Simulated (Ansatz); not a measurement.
Working through a rigid scan of one bond length of F2IIn, SMILES [F][In]([F])[I]

Computed with the Ansatz DFT code, driven from Python.

The cells in order, each with its output:

In [1]:
```python
import ansatz as az
import numpy as np
```

In [2]:
```python
mol = (
    az.Crystal.molecule()
    .atom("F", (1.2, 0.7496, 1.6761))
    .atom("In", (-0.134, -0.0944, 0.1382))
    .atom("F", (0.7234, -2.0099, -0.4035))
    .atom("I", (-1.7339, 1.2944, -1.4311))
)
```

In [3]:
```python
symbols = [site.symbol for site in mol.cartesian_sites]
start = np.array([site.position_ang for site in mol.cartesian_sites])
axis = (start[3] - start[1]) / np.linalg.norm(start[3] - start[1])
moving = [3]
lengths, energies = [2.32, 2.426, 2.531, 2.637, 2.742, 2.847, 2.953, 3.111], []
for length in lengths:
    xyz = start.copy()
    xyz[moving] += (length - np.linalg.norm(start[3] - start[1])) * axis
    point = az.Crystal.molecule()
    for symbol, place in zip(symbols, xyz):
        point = point.atom(symbol, place.tolist())
    setup = (
        point.calculation()
        .basis(gaussian="def2-SVP")
        .functional("PBE0")
    )
    summary = setup.run(threads=1).report
    energies.append(summary["free_energy_ev"])
    print(f"r = {length:6.3f} A  E = {energies[-1]:.5f} eV  <S^2> = {abs(summary['mean_field']['state']['spin_squared']):.3f}")
```
```text
r =  2.320 A  E = -18700.03681 eV  <S^2> = 0.000
r =  2.426 A  E = -18700.50243 eV  <S^2> = 0.000
r =  2.531 A  E = -18700.71399 eV  <S^2> = 0.000
r =  2.637 A  E = -18700.75595 eV  <S^2> = 0.000
r =  2.742 A  E = -18700.68352 eV  <S^2> = 0.000
r =  2.847 A  E = -18700.53712 eV  <S^2> = 0.000
r =  2.953 A  E = -18700.34253 eV  <S^2> = 0.000
r =  3.111 A  E = -18700.00707 eV  <S^2> = 0.000
```

In [4]:
```python
# quartic fit about the minimum
fit = np.polynomial.Polynomial.fit(lengths, np.array(energies) - min(energies), 4).convert()
roots = [r.real for r in fit.deriv().roots() if abs(r.imag) < 1e-9 and fit.deriv(2)(r.real) > 0]
r_e = min(roots, key=lambda r: abs(r - lengths[int(np.argmin(energies))]))
print(f"minimum of the fit at {r_e:.4f} A, force constant {fit.deriv(2)(r_e):.2f} eV/A^2")
```
```text
minimum of the fit at 2.6149 A, force constant 11.33 eV/A^2
```

Notes:
- Total energies depend on the basis set; only differences at equal settings carry meaning.
- The rest of the molecule is held rigid at a force-field or estimated start geometry, and the basis set is modest; single-reference methods fail as a bond breaks.
- def2 sets replace the cores of elements past krypton by effective core potentials.
- The orbitals are restricted, so S² is zero by construction.
- Finished in 21 s on 1 thread of AMD EPYC 7B13 (Zen 3), on a shared host, peak memory 0.25 GiB.
